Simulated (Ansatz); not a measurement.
Working through harmonic frequencies at the relaxed geometry of ClSe

With the Ansatz DFT code, driven from Python.

The script reads `clse.xyz`:
```text
2

Se    0.00000    0.00000    0.00000
Cl    0.00000    0.00000    2.08500
```

Interactive session:
```pycon
>>> import ansatz as az
>>> import numpy as np
>>> geometry = az.Crystal.molecule_from_extxyz("clse.xyz")
>>> calc = (
...     geometry.calculation()
...     .basis(gaussian="def2-SVP")
...     .functional("b3lyp")
...     .spin("collinear", total=1)  # spin-polarised run
... )
>>> symbols = [site.symbol for site in geometry.cartesian_sites]
>>> start = np.array([site.position_ang for site in geometry.cartesian_sites], dtype=float)
>>> report = calc.relax(force_tolerance=0.003).run(threads=1, pin="off").report

>>> end = np.array(report["positions_ang"])
>>> print("bond        before    after (A)")
bond        before    after (A)
>>> for i, j in [(0, 1)]:
...     d0, d1 = (np.linalg.norm(xyz[i] - xyz[j]) for xyz in (start, end))
...     print(f"{symbols[i]}{i}-{symbols[j]}{j}".ljust(10), f"{d0:8.4f} {d1:8.4f}")
...
Se0-Cl1      2.0850   2.1691
>>> # same settings at the minimum
>>> minimum = az.Crystal.molecule()
>>> for symbol, xyz in zip(symbols, end):
...     minimum = minimum.atom(symbol, xyz.tolist())
...
>>> vibrating = minimum.calculation()
>>> vibrating = vibrating.basis(gaussian="def2-SVP")
>>> vibrating = vibrating.functional("b3lyp")
>>> vibrating = vibrating.spin("collinear", total=1)
>>> vibrating = vibrating.phonons(temperatures=(100, 500, 100))
>>> vib = vibrating.run(threads=1, pin="off").report["vibrations"]
>>> sums = vib["harmonic_sums"]
>>> modes = [m["omega_inv_cm"] for m in sums["modes_at_gamma"] if m["rigid_motion"] == "no"]
>>> for number, w in enumerate(modes, start=1):
...     print(f"mode {number:2d} {w:9.1f} 1/cm {w / 8065.544 * 1000:8.2f} meV")
...
mode  1     422.9 1/cm    52.43 meV
>>> print("imaginary modes:", sum(w < 0 for w in modes), " zero-point energy:", round(sums["zero_point_energy_ev"], 4), "eV")
imaginary modes: 0  zero-point energy: 0.0262 eV
>>> print("T (K)   F_vib (eV)   S_vib (meV/K)   C_vib (meV/K)")
T (K)   F_vib (eV)   S_vib (meV/K)   C_vib (meV/K)
>>> for row in zip(sums["temperatures_k"], sums["vibrational_free_energy_ev"], vib["entropy_ev_per_k"], vib["heat_capacity_ev_per_k"]):
...     print(f"{row[0]:6.1f} {row[1]:11.4f} {1000 * row[2]:13.4f} {1000 * row[3]:15.4f}")
...
 100.0      0.0262        0.0014          0.0073
 200.0      0.0254        0.0174          0.0420
 300.0      0.0226        0.0386          0.0618
 400.0      0.0177        0.0579          0.0713
 500.0      0.0111        0.0744          0.0763
```

The frequencies are harmonic and unscaled, in a modest basis. The result belongs to the one conformer reached from this start, and soft torsions count as harmonic oscillators. The species is open-shell (spin multiplicity 2). b3lyp holds the VWN-RPA fit, as in Gaussian; the form of ORCA and Turbomole is b3lyp5. The spin state was assumed, and another may lie lower. Run time: 17 s on 1 thread of Intel(R) Xeon(R) 6975P-C (Granite Rapids), on a shared host, peak memory 0.21 GiB.

(Lines on the test bed's own set-up are left out of the output.)
